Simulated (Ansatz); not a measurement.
# Al2Au: how the settings move a single-point run

Question: which choices in the input matter for Al2Au?

Program: Ansatz 0.2.0. Level of theory: reference: DFT, LDA, PAW with Ansatz's default frozen-core files, scalar-relativistic; levels and slopes on a fine mesh, independent-particle optical spectra. These are calculated values, not measurements.

## 1. The structure to begin with

It takes space group Fm-3m (No. 225, cubic). The conventional cell has a = 5.958 Å, b = 5.958 Å, c = 5.958 Å, α = 90.00°, β = 90.00°, γ = 90.00°. Al (site symmetry -43m) has 4 Au at 2.58 Å as nearest neighbours. Around Au (site symmetry m-3m) lie 8 Al at 2.58 Å.

Coordinates:

```xyz
3
Lattice="0.0000 2.9788 2.9788 2.9788 0.0000 2.9788 2.9788 2.9788 0.0000" Properties=species:S:1:pos:R:3 pbc="T T T"
Al    1.4894    1.4894    1.4894
Al    4.4683    4.4683    4.4683
Au    0.0000    0.0000    0.0000
```

## 2. Reference

input.yaml reads:

```yaml
crystal:
  lattice:
    - [0.0, 2.97884605687, 2.97884605687]
    - [2.97884605687, 0.0, 2.97884605687]
    - [2.97884605687, 2.97884605687, 0.0]
  atoms:
    - { symbol: Al, position: [0.25, 0.25, 0.25] }
    - { symbol: Al, position: [0.75, 0.75, 0.75] }
    - { symbol: Au, position: [0.0, 0.0, 0.0] }
kpoints:
  mp_grid: { grid: [10, 10, 10] }
scf:
  occupations: { method: fermi_dirac, width: 0.1 }
hamiltonian:
  xc: lda
  pseudopotentials: { kind: paw }
output:
  forces: true
  stress: true
  eigenvalues: true
  eigenstates:
    nscf_kmesh: { grid: [14, 14, 14] }
    de_dk: true
    e_range: [-14, 14]
  optics:
    e_range: [0, 30]
    de: 0.2
    sigma: 0.15
    bands: { spectra_wanted_up_to: 30 }
    nscf_kmesh: { grid: [14, 14, 14] }
    drude_damping: 0.03
checkpoint:
  write: ck
  write_wavefunctions: false
```

Launch:

```
$ ansatz run input.yaml --threads 2 --pin off --max-ram 6144MiB --backend cpu --events-out ev --progress --plain --runs-dir out
```

## 3. Variant: mp_grid.grid [7, 7, 7], preconditioner resta, ecutrho_ratio 8

Changes to input.yaml since step 2:

```diff
@@ -10,5 +10,6 @@
 kpoints:
-  mp_grid: { grid: [10, 10, 10] }
+  mp_grid: { grid: [7, 7, 7] }
 scf:
   occupations: { method: fermi_dirac, width: 0.1 }
+  mixing: { preconditioner: resta }
 hamiltonian:
@@ -34 +35,3 @@
   write_wavefunctions: false
+basis:
+  ecutrho_ratio: 8
```

**Question.** What will these runs give? Wanted: for each run, ending; energy change; pressure; gap; force.

The runs gave:

| run | ending | energy change | pressure (GPa) | gap (eV) | force (eV/Å) | cycles | time |
| --- | --- | --- | --- | --- | --- | --- | --- |
| reference | converged | 0 | 0.0 | 0.00 | 0.00 | - | 42 s |
| 1: mp_grid.grid [7, 7, 7], preconditioner resta, ecutrho_ratio 8 | converged | +1.0 meV/atom | -0.1 | 0.00 | 0.00 | 7 | 41 s |

Residual by cycle in the longest SCF loop of each run; runs are numbered as in the table. The quantity is the density residual dr2, in eV.

```
cycle  reference    run 1
    1    0.00617  0.00585
    2    0.00213  0.00161
    3     2.4e-4   8.3e-4
    4     6.3e-6   3.7e-6
    5     2.7e-7   8.4e-8
    6     4.4e-8   1.5e-9
    7     2.7e-9  2.4e-12
    8    4.1e-11        -
    9    3.5e-13        -
```

What this shows: Changing the k-point mesh and mixing moves the energy by +1.0 meV/atom. Sampling errors of the energy have no fixed sign.
